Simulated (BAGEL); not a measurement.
# One shape, several levels: singlet Si2NH5Cl+

Wanted: a comparison of 5 runs (HF/def2-SVP, B3LYP/6-31G*, B3LYP/def2-SVP, PBE0/def2-SVP, RI-MP2/def2-SVP) of singlet Si2NH5Cl+. 

The results are computed with BAGEL 1.2.2.

5 further runs of the same task are left out: 2 that didn't finish, 3 set aside as unsound or not needed.

## Step 1: The structure to begin with

The species is Si2NH5Cl+ (9 atoms), meant as a singlet with charge +1. SMILES of the parent species: `N[SiH2][SiH]Cl`. The coordinates come from a GFN2-xTB relaxation. This is one conformer, not always the lowest. That shape belongs to the parent species and isn't relaxed for this state.

Bond lengths: N1–Si2 1.724 Å, Si2–Si3 2.290 Å, Si3–Cl4 2.057 Å, N1–H5 1.007 Å, N1–H6 1.006 Å, Si2–H7 1.465 Å, Si2–H8 1.480 Å, Si3–H9 1.471 Å. Some angles: N1–Si2–Si3 102.8°, Si2–Si3–Cl4 113.7°, N1–Si2–H7 105.2°, N1–Si2–H8 112.9°, Si3–Si2–H7 109.7°, Si3–Si2–H8 119.0°, Si2–N1–H5 119.4°, Si2–N1–H6 119.3°, Si2–Si3–H9 117.7°, Cl4–Si3–H9 102.1°.

## Step 2: The energy at HF/def2-SVP (density fitting with qzvpp-jkfit) (run 1)

input.json reads:

```json
{ "bagel" : [

{
  "title" : "molecule",
  "basis" : "svp",
  "df_basis" : "qzvpp-jkfit",
  "angstrom" : true,
  "geometry" : [
    { "atom" : "N", "xyz" : [      -0.162380,       1.026800,      -1.189950 ] },
    { "atom" : "Si", "xyz" : [       0.441050,      -0.434520,      -0.502770 ] },
    { "atom" : "Si", "xyz" : [       0.191890,      -0.080080,       1.745630 ] },
    { "atom" : "Cl", "xyz" : [      -1.765540,       0.151350,       2.332630 ] },
    { "atom" : "H", "xyz" : [      -1.076190,       1.356710,      -0.926060 ] },
    { "atom" : "H", "xyz" : [      -0.003670,       1.214990,      -2.165610 ] },
    { "atom" : "H", "xyz" : [       1.865890,      -0.458490,      -0.844050 ] },
    { "atom" : "H", "xyz" : [      -0.156340,      -1.645600,      -1.109450 ] },
    { "atom" : "H", "xyz" : [       0.665300,      -1.131160,       2.659640 ] }
  ]
},

{
  "title" : "hf",
  "charge" : 1
},

{
  "title" : "print",
  "file" : "orbitals.molden",
  "orbitals" : true
}

]}
```

On the command line:

```bash
$ BAGEL_NUM_THREADS=1 BAGEL input.json > input.out
```

Output:

```text
* using 1 threads per process

  ===============================================================
  ===============================================================

  *** Geometry ***

  { "atom" : "N", "xyz" : [     -0.306854,      1.940371,     -2.248680 ] },
  { "atom" : "Si", "xyz" : [      0.833464,     -0.821124,     -0.950098 ] },
  { "atom" : "Si", "xyz" : [      0.362620,     -0.151329,      3.298763 ] },
  { "atom" : "Cl", "xyz" : [     -3.336387,      0.286010,      4.408032 ] },
  { "atom" : "H", "xyz" : [     -2.033704,      2.563810,     -1.750000 ] },
  { "atom" : "H", "xyz" : [     -0.006935,      2.295998,     -4.092410 ] },
  { "atom" : "H", "xyz" : [      3.526021,     -0.866421,     -1.595023 ] },
  { "atom" : "H", "xyz" : [     -0.295440,     -3.109733,     -2.096557 ] },
  { "atom" : "H", "xyz" : [      1.257235,     -2.137583,      5.025991 ] },

  Number of auxiliary basis functions:      551

  Since a DF basis is specified, we compute 2- and 3-index integrals:
    o Being stored without compression. Storage requirement is 0.038 GB

  Number of basis functions:       93
  Number of electrons      :       57

    * METHOD: MOLECULE                             0.30

  *** RHF ***

  === Nuclear Repulsion ===
   260.1422939361

      * DIIS with orbital gradients will be used.

  === RHF iteration (svp) ===
      0      -1093.87959055          0.01663182           0.13
      1      -1094.03586924          0.00960599           0.12
      2      -1094.09038493          0.00119985           0.12
      3      -1094.09195698          0.00026392           0.12
      4      -1094.09202179          0.00007401           0.12
      5      -1094.09202947          0.00002101           0.12
      6      -1094.09203040          0.00000798           0.12
      7      -1094.09203056          0.00000272           0.12
      8      -1094.09203058          0.00000096           0.12
      9      -1094.09203058          0.00000034           0.12
     10      -1094.09203058          0.00000011           0.12
     11      -1094.09203058          0.00000003           0.12
     12      -1094.09203058          0.00000001           0.12
    * SCF iteration converged.

    * Permanent dipole moment:
           (   -1.009452,     0.090436,    -0.407217) a.u.

    * METHOD: HF                                   1.82

    * METHOD: PRINT                                0.01

  ===============================================================
```

Wall time 2.3 s (1 thread of Arm Neoverse V2, shared host); peak memory 0.15 GiB.

## Step 3: The energy at B3LYP/6-31G(d) (density fitting with qzvpp-jkfit, spherical functions) (run 2)

input.json reads:

```json
{ "bagel": [

{
  "title": "molecule",
  "basis": "6-31gs.json",
  "df_basis": "qzvpp-jkfit",
  "angstrom": true,
  "geometry": [
    { "atom": "N", "xyz": [   -0.162380,    1.026800,   -1.189950 ] },
    { "atom": "Si", "xyz": [    0.441050,   -0.434520,   -0.502770 ] },
    { "atom": "Si", "xyz": [    0.191890,   -0.080080,    1.745630 ] },
    { "atom": "Cl", "xyz": [   -1.765540,    0.151350,    2.332630 ] },
    { "atom": "H", "xyz": [   -1.076190,    1.356710,   -0.926060 ] },
    { "atom": "H", "xyz": [   -0.003670,    1.214990,   -2.165610 ] },
    { "atom": "H", "xyz": [    1.865890,   -0.458490,   -0.844050 ] },
    { "atom": "H", "xyz": [   -0.156340,   -1.645600,   -1.109450 ] },
    { "atom": "H", "xyz": [    0.665300,   -1.131160,    2.659640 ] }
  ]
},
{ "title": "ks", "xc_func": "b3lyp", "charge": 1 },
{ "title": "print", "file": "orbitals.molden", "orbitals": true }

]}
```

The basis set 6-31G* is read from a file made from the Basis Set Exchange's data (not shown).

On the command line:

```bash
$ BAGEL_NUM_THREADS=1 BAGEL input.json > input.out
```

Output:

```text
* using 1 threads per process

  ===============================================================
  ===============================================================

  *** Geometry ***

  { "atom" : "N", "xyz" : [     -0.306854,      1.940371,     -2.248680 ] },
  { "atom" : "Si", "xyz" : [      0.833464,     -0.821124,     -0.950098 ] },
  { "atom" : "Si", "xyz" : [      0.362620,     -0.151329,      3.298763 ] },
  { "atom" : "Cl", "xyz" : [     -3.336387,      0.286010,      4.408032 ] },
  { "atom" : "H", "xyz" : [     -2.033704,      2.563810,     -1.750000 ] },
  { "atom" : "H", "xyz" : [     -0.006935,      2.295998,     -4.092410 ] },
  { "atom" : "H", "xyz" : [      3.526021,     -0.866421,     -1.595023 ] },
  { "atom" : "H", "xyz" : [     -0.295440,     -3.109733,     -2.096557 ] },
  { "atom" : "H", "xyz" : [      1.257235,     -2.137583,      5.025991 ] },

  Number of auxiliary basis functions:      551

  Since a DF basis is specified, we compute 2- and 3-index integrals:
    o Being stored without compression. Storage requirement is 0.027 GB

  Number of basis functions:       78
  Number of electrons      :       57

    * METHOD: MOLECULE                             0.30

  *** Kohn-Sham DFT ***

    * Removing 16614 points whose weight is below 1.00e-10
    * Grid points: 117540

  === Nuclear Repulsion ===
   260.1422939361

       - DIIS with orbital gradients will be used.

  === KS iteration (b3lyp / 6-31gs.json) ===
      0      -1060.25175577          0.12187570           0.45
      1      -1046.98598448          0.12065768           0.41
      2      -1023.93948485          0.11059650           0.41
      3      -1072.59505720          0.12842622           0.41
      4      -1095.24700068          0.03972637           0.41
      5      -1096.26896358          0.01978136           0.41
      6      -1095.65909989          0.03045835           0.41
      7      -1096.57422499          0.01188939           0.41
      8      -1096.63768742          0.00447779           0.41
      9      -1096.64878996          0.00211906           0.41
     10      -1096.65163049          0.00043152           0.41
     11      -1096.65168746          0.00022708           0.41
     12      -1096.65173360          0.00004110           0.41
     13      -1096.65173513          0.00002445           0.41
     14      -1096.65173551          0.00000642           0.41
     15      -1096.65173558          0.00000246           0.41
     16      -1096.65173561          0.00000182           0.41
     17      -1096.65173563          0.00000101           0.40
     18      -1096.65173564          0.00000081           0.41
     19      -1096.65173564          0.00000034           0.41
     20      -1096.65173564          0.00000011           0.41
     21      -1096.65173564          0.00000005           0.41
     22      -1096.65173564          0.00000001           0.41
     23      -1096.65173564          0.00000000           0.41
    * SCF iteration converged.

    * Permanent dipole moment:
           (   -0.784650,     0.138072,    -0.229922) a.u.

    * METHOD: KS                                  10.42

    * METHOD: PRINT                                0.01

  ===============================================================
```

Wall time 11 s (1 thread of Arm Neoverse V2, shared host); peak memory 0.47 GiB.

Runs 3 to 4 aren't shown in full; the table further down has their settings and results.

## Step 4: A single-point energy at RI-MP2/def2-SVP (density fitting with qzvpp-jkfit) (run 5)

Edit input.json of step 3 so:

```diff
@@ -4,5 +4,5 @@
   "title": "molecule",
-  "basis": "6-31gs.json",
+  "basis": "svp",
   "df_basis": "qzvpp-jkfit",
-  "angstrom": true,
+  "angstrom": "true",
   "geometry": [
@@ -19,4 +19,4 @@
 },
-{ "title": "ks", "xc_func": "b3lyp", "charge": 1 },
-{ "title": "print", "file": "orbitals.molden", "orbitals": true }
+{ "title": "hf", "charge": 1 },
+{ "title": "mp2", "charge": 1, "ncore": 16 }
```

On the command line:

```bash
$ BAGEL_NUM_THREADS=1 BAGEL input.json > input.out
```

Output:

```text
* using 1 threads per process

  ===============================================================
  ===============================================================

  *** Geometry ***

  { "atom" : "N", "xyz" : [     -0.306854,      1.940371,     -2.248680 ] },
  { "atom" : "Si", "xyz" : [      0.833464,     -0.821124,     -0.950098 ] },
  { "atom" : "Si", "xyz" : [      0.362620,     -0.151329,      3.298763 ] },
  { "atom" : "Cl", "xyz" : [     -3.336387,      0.286010,      4.408032 ] },
  { "atom" : "H", "xyz" : [     -2.033704,      2.563810,     -1.750000 ] },
  { "atom" : "H", "xyz" : [     -0.006935,      2.295998,     -4.092410 ] },
  { "atom" : "H", "xyz" : [      3.526021,     -0.866421,     -1.595023 ] },
  { "atom" : "H", "xyz" : [     -0.295440,     -3.109733,     -2.096557 ] },
  { "atom" : "H", "xyz" : [      1.257235,     -2.137583,      5.025991 ] },

  Number of auxiliary basis functions:      551

  Since a DF basis is specified, we compute 2- and 3-index integrals:
    o Being stored without compression. Storage requirement is 0.038 GB

  Number of basis functions:       93
  Number of electrons      :       57

    * METHOD: MOLECULE                             0.29

  *** RHF ***

  === Nuclear Repulsion ===
   260.1422939361

      * DIIS with orbital gradients will be used.

  === RHF iteration (svp) ===
      0      -1093.87959055          0.01663182           0.13
      1      -1094.03586924          0.00960599           0.12
      2      -1094.09038493          0.00119985           0.12
      3      -1094.09195698          0.00026392           0.12
      4      -1094.09202179          0.00007401           0.12
      5      -1094.09202947          0.00002101           0.12
      6      -1094.09203040          0.00000798           0.13
      7      -1094.09203056          0.00000272           0.12
      8      -1094.09203058          0.00000096           0.12
      9      -1094.09203058          0.00000034           0.12
     10      -1094.09203058          0.00000011           0.12
     11      -1094.09203058          0.00000003           0.12
     12      -1094.09203058          0.00000001           0.12
    * SCF iteration converged.

    * Permanent dipole moment:
           (   -1.009452,     0.090436,    -0.407217) a.u.

    * METHOD: HF                                   1.84

  *** RHF ***

  === Nuclear Repulsion ===
   260.1422939361

      * DIIS with orbital gradients will be used.

  === RHF iteration (svp) ===
      0      -1094.09203058          0.00000000           0.12
    * SCF iteration converged.

    * Permanent dipole moment:
           (   -1.009451,     0.090436,    -0.407217) a.u.

  === DF-MP2 calculation ===

    * freezing 16 orbitals
    * 3-index integral transformation done
    * assembly done

      MP2 correlation energy:   -0.4803666417      0.05

      MP2 total energy:       -1094.5723972223

    * METHOD: MP2                                  0.31

  ===============================================================
```

Wall time 2.6 s (1 thread of Arm Neoverse V2, shared host); peak memory 0.15 GiB.

## Step 5: Overview of the runs

| run | level | frozen core orbitals | energy (Eh) | HOMO energy (eV) | LUMO energy (eV) | HOMO–LUMO gap (eV) | wall time |
| --- | --- | --- | --- | --- | --- | --- | --- |
| 1 | HF/def2-SVP (density fitting with qzvpp-jkfit) | – | -1094.092031 | -15.43 | -6.98 | 8.45 | 2.3 s |
| 2 | B3LYP/6-31G* (density fitting with qzvpp-jkfit, spherical functions) | – | -1096.651736 | -11.52 | -10.31 | 1.21 | 11 s |
| 3 | B3LYP/def2-SVP (density fitting with qzvpp-jkfit) | – | -1096.344745 | -11.56 | -10.26 | 1.30 | 14 s |
| 4 | PBE0/def2-SVP (density fitting with qzvpp-jkfit) | – | -1095.828821 | -11.86 | -10.12 | 1.74 | 13 s |
| 5 | RI-MP2/def2-SVP (density fitting with qzvpp-jkfit) | 16 | -1094.572397 | – | – | – | 2.6 s |

## Step 6: Outcome

```
                                           quantity           value
                                run 5: total energy  -1094.57240 Eh
run 5: correlation energy (16 core orbitals frozen)      -480.4 mEh
```

What this shows: Over runs 1, 2, 3, 4 the HOMO–LUMO gap runs from 1.21 eV (B3LYP/6-31G*) to 8.45 eV (HF/def2-SVP). The two ends differ in method and basis. Totals of different functionals can't be ranked against each other. All runs together took 43 s, the longest 14 s.
